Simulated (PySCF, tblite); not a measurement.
**C5H10B2F2: geometry, infrared bands and NMR shifts**

Wanted: the infrared bands and NMR shifts of C5H10B2F2 (`B[C@H](B(F)F)/C(C)=C/C`), by calculation.

The runs use tblite 0.8.0 and PySCF 2.14.0, with density-fitted response routines of our own; the level of theory stands in each step. All values are computed, except where a source is named. Atoms are numbered from 0 throughout.

### Step 1. Starting geometry

19 atoms, charge 0, multiplicity 1; geometry from: force field or distance geometry start.

Bonds of the start (Å): B0–C1 1.61, C1–B2 1.60, B2–F3 1.43, B2–F4 1.45, C1–C5 1.52, C5–C6 1.51, C5–C7 1.34, C7–C8 1.50, B0–H9 1.19, B0–H10 1.17, C1–H11 1.10, C6–H12 1.11, C6–H13 1.11, C6–H14 1.12, C7–H15 1.08, C8–H16 1.11, C8–H17 1.11, C8–H18 1.12.

### Step 2. Optimising the geometry with GFN2-xTB

Job settings and geometry (Å):

```
{"job": {"kind": "relax", "xc": "GFN2-xTB", "basis": "xTB"}, "charge": 0, "multiplicity": 1}
B      2.020300    -1.419400     0.097200
C      1.272500    -0.139400    -0.539100
B      2.105800     1.191300    -0.224100
F      2.622700     1.437400     1.090200
F      1.909400     2.328500    -1.093900
C     -0.160500    -0.026600    -0.035000
C     -0.438100     0.103900     1.447700
C     -1.162200    -0.013900    -0.924700
C     -2.610000     0.097600    -0.539900
H      1.395100    -2.421800     0.217600
H      3.174800    -1.537000    -0.057400
H      1.298100    -0.291300    -1.629500
H      0.492400     0.079900     2.056400
H     -1.073100    -0.742900     1.786800
H     -0.956300     1.071000     1.661500
H     -0.951600    -0.100700    -1.977700
H     -2.907400    -0.746000     0.113100
H     -3.249500     0.075900    -1.452500
H     -2.792100     1.062700    -0.004100
```

On the command line:

```bash
$ OMP_NUM_THREADS=1 python probes_run.py task.json out
```

This one command runs all jobs of the session in turn.

**Question.** This job is followed by: GFN2-xTB harmonic vibrations, gas phase; GIAO PBE0/pcSseg-1 NMR shielding, non-relativistic, gas phase. Predict these results of the whole session: strongest single infrared mode (GFN2-xTB); zero-point energy (GFN2-xTB); ¹³C shifts against TMS (PBE0/pcSseg-1); ¹H shifts against TMS (PBE0/pcSseg-1, means over atoms taken as alike); ¹¹B shifts against BF3·OEt2 (PBE0/pcSseg-1); ¹⁹F shifts against CFCl3 (PBE0/pcSseg-1, means over atoms taken as alike).

**Answer**, as computed:

| quantity | value |
| --- | --- |
| strongest single infrared mode (GFN2-xTB) | 1284 cm⁻¹, 346 km/mol |
| zero-point energy (GFN2-xTB) | 90.0 kcal/mol |
| ¹³C shifts against TMS (PBE0/pcSseg-1) | 142.7, 123.8, 63.4, 19.9, 15.9 ppm |
| ¹H shifts against TMS (PBE0/pcSseg-1, means over atoms taken as alike) | 7.89, 5.45, 3.81, 2.13, 1.67 ppm |
| ¹¹B shifts against BF3·OEt2 (PBE0/pcSseg-1) | 87.4, 24.9 ppm |
| ¹⁹F shifts against CFCl3 (PBE0/pcSseg-1, means over atoms taken as alike) | -62.3 ppm |

What this shows: Relaxing lowered the energy by 0.966 eV in 107 steps; the close pair that moved most is B2–F4, from 1.445 to 1.320 Å. No mode is imaginary among the 51: a minimum at this level. The strongest single mode, at 1284 cm⁻¹, has its largest shares on B2, C1 and H11 (the list is cut at 3 atoms). Unscaled tight-binding wavenumbers are off by several per cent, some by more. Its intensities can rank the bands wrongly. At PBE0/pcSseg-1: The largest span, 294 ppm, is at F3, F4, where the paramagnetic term is -235 ppm.
